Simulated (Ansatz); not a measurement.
Consider an equation of state with a fit of FeRe, space group P-6m2 (the Python package of Ansatz (0.2.0)).

The script, `eos_fere.py`:
```python
# -*- coding: utf-8 -*-
"""Equation of state of FeRe."""

import ansatz as az
import numpy as np

vectors0 = np.array([
    [2.688713, 0.0, 0.0],
    [-1.344357, 2.328494, 0.0],
    [0.0, 0.0, 4.139929],
])
sites = [
    ("Fe", (2 / 3, 1 / 3, 0.5), 3.5),
    ("Re", (1 / 3, 2 / 3, 0.0), 0.0),
]


def on_lattice(cell):
    crystal = az.Crystal(lattice=az.Lattice.of(cell))
    for symbol, position, moment in sites:
        crystal = crystal.atom(symbol, position, moment=moment or None)
    return crystal


def main():
    # uniform scaling of the cell
    volumes, energies, pressures = [], [], []
    for scale in np.linspace(0.88, 1.12, 7):
        cell = vectors0 * scale ** (1 / 3)
        base = (
            on_lattice(cell).calculation()
            .spin("collinear")
            .basis(24 * az.Ha, density_ratio=6)
            .mixing("broyden", preconditioner="local_kerker")
            .functional("LDA")
            .occupations("Gaussian", width=0.02)
            .scf(max_iterations=80, extra_bands=16)
            .kpoints(12, 12, 7)
            .stress()
        )
        rep = base.run().report
        volumes.append(abs(np.linalg.det(cell)) / len(sites))
        energies.append(rep["free_energy_ev"] / len(sites))
        pressures.append(np.trace(rep["stress_gpa"]) / 3)
        print(f"V = {volumes[-1]:8.4f} A^3/atom  F = {energies[-1]:.5f} eV/atom  P = {pressures[-1]:8.3f} GPa")

    # third-order Birch-Murnaghan: a cubic in V^(-2/3)
    x = np.array(volumes) ** (-2 / 3)
    poly = np.polynomial.Polynomial.fit(x, energies, 3).convert()
    roots = poly.deriv().roots()
    x0 = min((r.real for r in roots if abs(r.imag) < 1e-9 and poly.deriv(2)(r.real) > 0), key=lambda r: abs(r - x.mean()))
    v0 = x0 ** -1.5
    b0 = 4 / 9 * poly.deriv(2)(x0) * v0 ** (-7 / 3) * 160.21766
    b1 = 4 + 2 / 3 * x0 * poly.deriv(3)(x0) / poly.deriv(2)(x0)
    print(f"V0 = {v0:.4f} A^3/atom, B0 = {b0:.1f} GPa, dB/dP = {b1:.2f}")


if __name__ == "__main__":
    main()
```

Where does the minimum lie against the volume typed, and how stiff is the crystal?

A third-order Birch-Murnaghan fit through the 7 points has its minimum at 12.19 Å³ an atom, 6.0 % below the typed cell, with a bulk modulus of 368 GPa. From that minimum the energy rises by 65.2 meV an atom on the compressed side and 369.1 meV on the expanded side.

The run itself:

Output of `python eos_fere.py`:
```text
RunWarning: the starting moments were not kept: the SCF closed with an absolute magnetisation of 1.2e-1 μB, where they sum to 3.5 μB in size (1 site). That is at most 0.1 of that sum. The system's moment may be that small; this SCF shows only that its start led to no larger one. To try another start: change the [...]
V =  11.4042 A^3/atom  F = -7513.75117 eV/atom  P =   28.308 GPa
V =  11.9226 A^3/atom  F = -7513.80950 eV/atom  P =    8.498 GPa
V =  12.4410 A^3/atom  F = -7513.81054 eV/atom  P =   -7.238 GPa
V =  12.9593 A^3/atom  F = -7513.76620 eV/atom  P =  -19.685 GPa
V =  13.4777 A^3/atom  F = -7513.68599 eV/atom  P =  -29.509 GPa
V =  13.9961 A^3/atom  F = -7513.57760 eV/atom  P =  -37.168 GPa
V =  14.5144 A^3/atom  F = -7513.44731 eV/atom  P =  -43.099 GPa
V0 = 12.1862 A^3/atom, B0 = 368.4 GPa, dB/dP = 4.59
```
(Warnings from the package without file and line, shortened, repeats left out.)

These settings explore the input space; cutoff and mesh may be short of convergence. The SCF didn't keep the moments it started from (some shrank, vanished or turned); what is printed is the state reached. Shape and fractional positions are held along the curve, so the bulk modulus is an upper value where they are free to relax. The mesh is modest for a metal, so energies can be off by several to tens of meV an atom and pressures by half a GPa or more; differences at equal mesh fare better. Pressure is positive in compression. Spin-orbit coupling, which matters for elements this heavy, is left out. At these settings the cell as given stands under about -20 GPa, so it isn't at this functional's equilibrium volume. The structure comes from a database of computed cells and needn't be a stable or known phase. Run time: 13 min on 1 thread of Arm Neoverse N1, with other jobs on the host, peak memory 0.95 GiB.
